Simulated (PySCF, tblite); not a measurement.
# C6H4FS radical: geometry, infrared bands and EPR parameters

What infrared bands and EPR parameters should C6H4FS radical (`Fc1ccccc1[S]`) show?

The runs use tblite 0.8.0 and PySCF 2.14.0, with density-fitted response routines of our own; the level of theory stands in each step. All values are computed, except where a source is named. Atoms count from 0, in the outputs and in this text.

### Step 1. Starting geometry

12 atoms, charge 0, multiplicity 2; geometry from: force field or distance geometry start.

Bonds of the start (Å): F0–C1 1.37, C1–C2 1.36, C2–C3 1.41, C3–C4 1.37, C4–C5 1.38, C5–C6 1.39, C6–S7 1.81, C6–C1 1.38, C2–H8 1.09, C3–H9 1.08, C4–H10 1.09, C5–H11 1.08.

### Step 2. Optimising the geometry with GFN2-xTB

What the job is given:

```
{"job": {"kind": "relax", "xc": "GFN2-xTB", "basis": "xTB"}, "charge": 0, "multiplicity": 2}
F      1.203000    -2.374600     0.186800
C      0.549000    -1.173300     0.081100
C     -0.815000    -1.139300     0.041800
C     -1.487000     0.094600    -0.069400
C     -0.710500     1.226500    -0.095700
C      0.665900     1.196900    -0.054000
C      1.320100    -0.027100     0.044000
S      3.119800    -0.158300     0.125100
H     -1.369900    -2.081400     0.077800
H     -2.568900     0.128000    -0.098000
H     -1.165400     2.213200    -0.182000
H      1.260100     2.094200    -0.083700
```

Launch:

```sh
OMP_NUM_THREADS=1 python probes_run.py task.json out
```

One launch serves the whole session: the jobs run in the order shown.

**Question.** This job is followed by: GFN2-xTB harmonic vibrations, gas phase; UKS B3LYP, pcH-1 on C F H S, non-relativistic, mean-field spin-orbit, GIAO. What will the session give for the following? strongest single infrared mode (GFN2-xTB); zero-point energy (GFN2-xTB); g(iso) (B3LYP); ⟨S²⟩; largest a(iso); surface potential, 1st and 99th percentile; property runs in this session.

As calculated:

```
                                 quantity                                            value
strongest single infrared mode (GFN2-xTB)                             1431 cm⁻¹, 74 km/mol
             zero-point energy (GFN2-xTB)                                    50.0 kcal/mol
                           g(iso) (B3LYP)                                          2.06137
                                     ⟨S²⟩                               0.765 (exact 0.75)
                           largest a(iso)                             13C on C6, -22.7 MHz
    surface potential, 1st and 99th percentile                               -1.21 V and 1.30 V
            property runs in this session  1, of which 0 failed and 1 gave unsound results
```

What this shows: Relaxing lowered the energy by 0.149 eV in 17 steps; the close pair that moved most is C6–S7, from 1.806 to 1.719 Å. No mode is imaginary among the 30: a minimum at this level. The strongest single mode, at 1431 cm⁻¹, is spread over several atoms, C1, C2, C5, C6 among them. GFN2-xTB is a fitted tight-binding method: band positions and strengths are rough. Its intensities can rank the bands wrongly. S7 carries the largest spin population, 0.77 e. The isotropic g lies 59.0 ppt above the free-electron value. These values are not to be trusted: the run shows a large g shift, which the driver flags as unsure.
